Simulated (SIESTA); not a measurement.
Crystal: BaTaO3.

```
Ta Ba O
1.0
     4.13085    0.00000    0.00000
     0.00000    4.13085    0.00000
     0.00000    0.00000    4.13085
Ta Ba O
1 1 3
Cartesian
  2.0654 2.0654 2.0654
  0.0000 0.0000 0.0000
  2.0654 2.0654 0.0000
  2.0654 0.0000 2.0654
  0.0000 2.0654 2.0654
```

The cell comes from a database or a generator and needn't be the stable form of this composition.

```yaml
Program: SIESTA 5.4.2
Task: single point
Functional: PBEsol
Potentials_or_basis: PseudoDojo 0.4 standard (PBEsol files)
Basis: DZP (energy shift 0.003 Ry; two zetas on semicore shells; d shell added on Ba)
Grid_cutoff: 800 Ry
Energy_shift: 0.003 Ry
k_mesh: 7 × 7 × 7
Occupations: fermi-dirac, width 0.05 eV
Spin: no spin polarisation
```

On this cell: pressure -5.6 GPa; largest force zero by symmetry; band gap on the k mesh none (metal or under the smearing width).

The same run follows on a disturbed copy (atoms moved at random, drawn with an rms of 0.05 Å):

```
Ta Ba O
1.0
     4.13085    0.00000    0.00000
     0.00000    4.13085    0.00000
     0.00000    0.00000    4.13085
Ta Ba O
1 1 3
Direct
  0.49364 0.49409 0.49633
  0.99757 0.01788 0.99850
  0.50959 0.50152 0.99901
  0.48894 0.99748 0.50115
  0.99584 0.49568 0.49068
```

Q: What changes?

A: The energy (extrapolated to zero smearing) moves by +8.6 meV/atom; pressure -5.3 GPa; largest force 0.659 eV/Å; band gap on the k mesh none (metal or under the smearing width).

Forces on the atoms (eV/Å):
```
Ta   0.312  0.570  0.109
Ba  -0.045 -0.446 -0.040
O   -0.409 -0.119 -0.167
O    0.142 -0.043 -0.092
O   -0.001  0.035  0.188
```

Stress tensor (GPa, compression positive):
```
-5.33 -0.09  0.04
-0.09 -5.39  0.10
 0.04  0.10 -5.29
```

Caveats: this set's barium file shifts pressures by up to 1 GPa against other sets; short orbitals over semicore shells can move pressures by several GPa; the basis of atomic orbitals isn't converged, which shifts pressures, moduli and gaps; an odd number of electrons without spin polarisation forces a metal; a magnetic or distorted state may lie lower.
